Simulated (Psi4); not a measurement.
# CH2NSn (SMILES N#[C][SnH2]): UBLYP/def2-SVPD (core potential)

Aim: the energy change on altering one bond length of CH2NSn at UBLYP/def2-SVPD (core potential), from 2 runs. 

The results are computed with Psi4 1.11.

3 further runs of the same task are left out: 1 that didn't finish, 2 set aside as unsound or not needed.

### 1 The system as given

CH2NSn has 5 atoms, charge 0, and is taken as a doublet. As SMILES, `N#[C][SnH2]`. Geometry: relaxed at PBE0-D4/def2-TZVP.

Bond lengths: N1–C2 1.154 Å, C2–Sn3 2.115 Å, Sn3–H4 1.710 Å, Sn3–H5 1.710 Å. Angles: N1–C2–Sn3 175.8°, C2–Sn3–H4 105.7°, C2–Sn3–H5 105.7°, H4–Sn3–H5 113.6°.

### 2 The energy at UBLYP/def2-SVPD (core potential)

File ch2nsn.xyz:

```xyz
5
CH2NSn
N      0.833800    -1.535700     1.665600
C      0.506000    -0.851500     0.796000
Sn     0.009600     0.331100    -0.886300
H     -1.648500     0.038200    -1.184000
H      0.349000     1.944400    -0.432600
```

File run.py:

```python
import numpy as np
from ase.calculators.psi4 import Psi4
from ase.io import read

mol = read('ch2nsn.xyz')
calc = Psi4(atoms=mol, method='blyp', basis='def2-SVPD', memory='2200MB', num_threads=1, charge=0, multiplicity=2, label='calc', reference='uks')
calc.psi4.set_options({'puream': True, 'e_convergence': 1e-09, 'd_convergence': 1e-08, 'scf_type': 'pk', 'dft_radial_points': 99, 'dft_spherical_points': 590, 'maxiter': 100})
mol.calc = calc

print(f'energy: {mol.get_potential_energy():.6f} eV')
```

The run is started by

```console
python run.py
```

calc.dat:

```text
[...]
    !!!  WARNING: ECP capability is in beta. Please check occupations closely.  !!!
[...]
  Running in c1 symmetry.
[...]
  Nuclear repulsion =   94.907877767547262
[...]
  Multiplicity = 2
[...]
  Nalpha       = 19
  Nbeta        = 18
[...]
    Number of basis functions: 88
[...]
   @UKS iter   1:  -307.83092035590852   -9.80086e-01   7.97628e-03 ADIIS/DIIS
[...]
   @UKS iter  15:  -308.14001806636423   -6.82121e-13   3.87137e-09 DIIS
[...]
   @S^2 Observed:                7.510706797E-01
[...]
    Orbital Energies [Eh]
    ---------------------
    Alpha Occupied:
       1A    -14.023716     2A     -9.948391     3A     -4.934163
       4A     -3.314842     5A     -3.312857     6A     -3.310075
       7A     -0.977356     8A     -0.974705     9A     -0.974669
      10A     -0.971277    11A     -0.971036    12A     -0.809762
      13A     -0.517753    14A     -0.381074    15A     -0.333665
      16A     -0.313570    17A     -0.300992    18A     -0.300379
      19A     -0.213517
    Alpha Virtual:
      20A     -0.050323    21A     -0.044798    22A     -0.037752
      23A     -0.009027    24A      0.016025    25A      0.017992
[...]
  @UKS Final Energy:  -308.14001806636423
   => Energetics <=
    Nuclear Repulsion Energy =             94.9078777675472622
    One-Electron Energy =                -690.6745197797204128
    Two-Electron Energy =                 318.5455288885353866
    DFT Exchange-Correlation Energy =     -30.9189049427264386
    Empirical Dispersion Energy =           0.0000000000000000
    VV10 Nonlocal Energy =                  0.0000000000000000
    Total Energy =                       -308.1400180663642345
[...]
 Multipole Moments:
 ------------------------------------------------------------------------------------
     Multipole            Electronic (a.u.)      Nuclear  (a.u.)        Total (a.u.)
 ------------------------------------------------------------------------------------
 L = 1.  Multiply by 2.5417464519 to convert [e a0] to [Debye]
 Dipole X            :         -6.7563303            6.3960812           -0.3602490
 Dipole Y            :         18.0703129          -17.1723876            0.8979254
 Dipole Z            :        -27.9425383           26.6182836           -1.3242546
 Magnitude           :                                                    1.6400304
[...]
```

Standard output:

```text
energy: -8384.916981 eV
```

It took 42 s on 1 thread of AMD EPYC 7R43 (Zen 3), shared host; peak memory 0.96 GiB.

### 3 The distorted shape: energy and gradient at UBLYP/def2-SVPD (core potential)

File ch2nsn.dat:

```
memory 2200 mb

molecule system {
  0 2
  N      1.331276    -1.447822     1.754918
  C      1.003476    -0.763622     0.885318
  Sn     0.507076     0.418978    -0.796982
  H     -1.648500     0.038200    -1.184000
  H      0.846476     2.032278    -0.343282
  units angstrom
  symmetry c1
}

set {
  basis                def2-SVPD
  reference            uks
  puream               true
  e_convergence        1e-09
  d_convergence        1e-08
  scf_type             pk
  dft_radial_points    99
  dft_spherical_points 590
  maxiter              100
}

E = gradient('blyp')
print_variables()
```

The run is started by

```console
psi4 ch2nsn.dat ch2nsn.out -n 1
```

ch2nsn.out:

```text
[...]
    !!!  WARNING: ECP capability is in beta. Please check occupations closely.  !!!
[...]
  Running in c1 symmetry.
[...]
  Nuclear repulsion =   93.121091603709417
[...]
  Multiplicity = 2
[...]
  Nalpha       = 19
  Nbeta        = 18
[...]
    Number of basis functions: 88
[...]
   @UKS iter   1:  -307.67969367639483   -9.02307e-01   8.81168e-03 DIIS/ADIIS
[...]
   @UKS iter  16:  -308.11463117884375   -1.19371e-12   3.33848e-09 DIIS
[...]
   @S^2 Observed:                7.560031221E-01
[...]
    Orbital Energies [Eh]
    ---------------------
    Alpha Occupied:
       1A    -14.028940     2A     -9.951844     3A     -4.940471
       4A     -3.321822     5A     -3.318509     6A     -3.315981
       7A     -0.982507     8A     -0.980535     9A     -0.978919
      10A     -0.977192    11A     -0.975363    12A     -0.814412
      13A     -0.512640    14A     -0.377684    15A     -0.321417
      16A     -0.317434    17A     -0.305309    18A     -0.290986
      19A     -0.220266
    Alpha Virtual:
      20A     -0.105369    21A     -0.048797    22A     -0.037191
      23A     -0.010536    24A      0.007562    25A      0.018180
[...]
  @UKS Final Energy:  -308.11463117884375
   => Energetics <=
    Nuclear Repulsion Energy =             93.1210916037094165
    One-Electron Energy =                -687.0012698832622391
    Two-Electron Energy =                 316.6259459866781754
    DFT Exchange-Correlation Energy =     -30.8603988859690368
    Empirical Dispersion Energy =           0.0000000000000000
    VV10 Nonlocal Energy =                  0.0000000000000000
    Total Energy =                       -308.1146311788437515
[...]
 Multipole Moments:
 ------------------------------------------------------------------------------------
     Multipole            Electronic (a.u.)      Nuclear  (a.u.)        Total (a.u.)
 ------------------------------------------------------------------------------------
 L = 1.  Multiply by 2.5417464519 to convert [e a0] to [Debye]
 Dipole X            :         -5.7566232            5.6929769           -0.0636463
 Dipole Y            :         18.2194054          -17.2965893            0.9228161
 Dipole Z            :        -27.6961427           26.4920467           -1.2040960
 Magnitude           :                                                    1.5183832
[...]
  -Total Gradient:
     Atom            X                  Y                   Z
    ------   -----------------  -----------------  -----------------
       1       -0.014264037432     0.030043800083    -0.036841880646
       2        0.011129355294    -0.023110645391     0.023169390632
       3        0.042379088975     0.011464591133     0.026951128507
       4       -0.037782393983    -0.007394828739    -0.007876554570
       5       -0.001462135697    -0.011002392696    -0.005402850802
[...]
```

It took 58 s on 1 thread of AMD EPYC 7R43 (Zen 3), shared host; peak memory 0.94 GiB.

### 4 Results

At UBLYP/def2-SVPD (core potential):

```
                                                          quantity          value
                                         first shape: total energy  -308.14002 Eh
                                        first shape: dipole moment         4.17 D
                   first shape: HOMO energy (highest over α and β)       -5.81 eV
                    first shape: LUMO energy (lowest over α and β)       -4.92 eV
                                                 first shape: ⟨S²⟩          0.751
                                     distorted shape: total energy  -308.11463 Eh
                                    distorted shape: dipole moment         3.86 D
               distorted shape: HOMO energy (highest over α and β)       -5.99 eV
                distorted shape: LUMO energy (lowest over α and β)       -5.14 eV
                                             distorted shape: ⟨S²⟩          0.756
                         distorted shape: largest force on an atom     2.649 eV/Å
energy change with the Sn3–H4 bond stretched from 1.710 to 2.223 Å       0.691 eV
```

With the Sn3–H4 bond stretched from 1.710 to 2.223 Å the energy rises by 0.69 eV (66.7 kJ/mol). The first shape isn't relaxed at this level, so the change isn't measured from a minimum.
